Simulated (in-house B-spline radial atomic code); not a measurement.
# Hg¹¹⁺: density, ELF and screening along the radius

How do the shells of Hg¹¹⁺ show in real space, and how much do the settings move them?

The numbers are computed with in-house B-spline radial atomic code version 1 (several methods, spin-polarised, as named in each step; spherical all-electron atom at the radial basis limit), except any that are marked as measured or tabulated.

**1. Starting point**

| Property | Result |
| --- | --- |
| element | mercury (Z = 80) |
| charge | +11 |
| electrons | 69 |
| configuration | [Xe] 4f14 5d1 |
| nucleus | point (non-relativistic runs) or finite (X2C runs) |

The outer shells:

[Xe] 4f14 5d1
```
[Xe] core
4f [↑↓][↑↓][↑↓][↑↓][↑↓][↑↓][↑↓]
5d [↑ ][  ][  ][  ][  ]
```

Where spins are not typed, each open shell is filled with up spins first.

**2. PBE, X2C, [Xe] 4f14 5d1**

Input settings:

```ini
Z = 80
electrons = 69.0
configuration = [Xe] 4f14 5d1
hamiltonian = x2c
method = pbe,pbe
spin_polarised = True
nucleus = fermi
rms_radius = 5.4648
mass_number = 202
atomic_mass = 201.970643604
speed_of_light = 137.035999084
```

Command:

```console
python run_scf.py task.json out
```

One command runs all members of the session, one after another, from task.json.

**3. Hartree-Fock, X2C, [Xe] 4f14 5d1**

The settings differ from step 2 so:

```diff
@@ -4,3 +4,3 @@
 hamiltonian = x2c
-method = pbe,pbe
+method = hf
 spin_polarised = True
```

**4. BP86, X2C, [Xe] 4f14 5d1**

The settings differ from step 3 so:

```diff
@@ -4,3 +4,3 @@
 hamiltonian = x2c
-method = hf
+method = b88,p86
 spin_polarised = True
```

**5. PBEsol, X2C, [Xe] 4f14 5d1**

The settings differ from step 4 so:

```diff
@@ -4,3 +4,3 @@
 hamiltonian = x2c
-method = b88,p86
+method = pbesol
 spin_polarised = True
```

**6. Hartree-Fock, X2C, [Kr] 4d9 4f14 5s2 5p6 5d1 6d1**

The settings differ from step 5 so:

```diff
@@ -2,5 +2,5 @@
 electrons = 69.0
-configuration = [Xe] 4f14 5d1
+configuration = [Kr] 4d9 4f14 5s2 5p6 5d1 6d1
 hamiltonian = x2c
-method = pbesol
+method = hf
 spin_polarised = True
```

Q: How large is the system in each run, where do the shell borders lie, and what is the highest level?

**Answer**, as computed:

| run | total energy (hartree) | highest level (eV) | radius holding 50 / 90 / 99 % (bohr) | radius at n = 0.001 (bohr) | ELF minima on the full grid (bohr) |
| --- | --- | --- | --- | --- | --- |
| PBE, X2C, [Xe] 4f14 5d1 | -19591.8943 | -181.74 | 0.316 / 0.847 / 1.44 | 2.24 | 0.023, 0.097, 0.27, 0.76 |
| Hartree-Fock, X2C, [Xe] 4f14 5d1 | -19586.5317 | -190.66 | 0.316 / 0.847 / 1.44 | 2.24 | 0.023, 0.098, 0.27, 0.77 |
| BP86, X2C, [Xe] 4f14 5d1 | -19594.1459 | -181.81 | 0.316 / 0.847 / 1.44 | 2.23 | 0.023, 0.097, 0.27, 0.76 |
| PBEsol, X2C, [Xe] 4f14 5d1 | -19586.0492 | -181.79 | 0.316 / 0.847 / 1.44 | 2.24 | 0.023, 0.097, 0.27, 0.76 |
| Hartree-Fock, X2C, [Kr] 4d9 4f14 5s2 5p6 5d1 6d1 | -19569.1261 | -115.94 | 0.316 / 0.878 / 1.97 | 3.25 | 0.025, 0.095, 0.23, 0.69, 1.7 |

**Reading.** In the first run ELF has 4 minima on the grid, which mark the borders between shells. On the record's full grid the screened charge (r times the electrostatic potential) falls from 79.8 near the nucleus to 11.00 at 4.0 bohr; far out it tends to the net charge, 11. The radius that holds 99 % of the electrons runs from 1.44 bohr (BP86, X2C, [Xe] 4f14 5d1) to 1.97 bohr (Hartree-Fock, X2C, [Kr] 4d9 4f14 5s2 5p6 5d1 6d1). The grid is coarse (about 23 % a step), so the places of minima are rough. For X2C runs ELF uses the non-relativistic kinetic energy density, and the fields carry no picture-change correction.
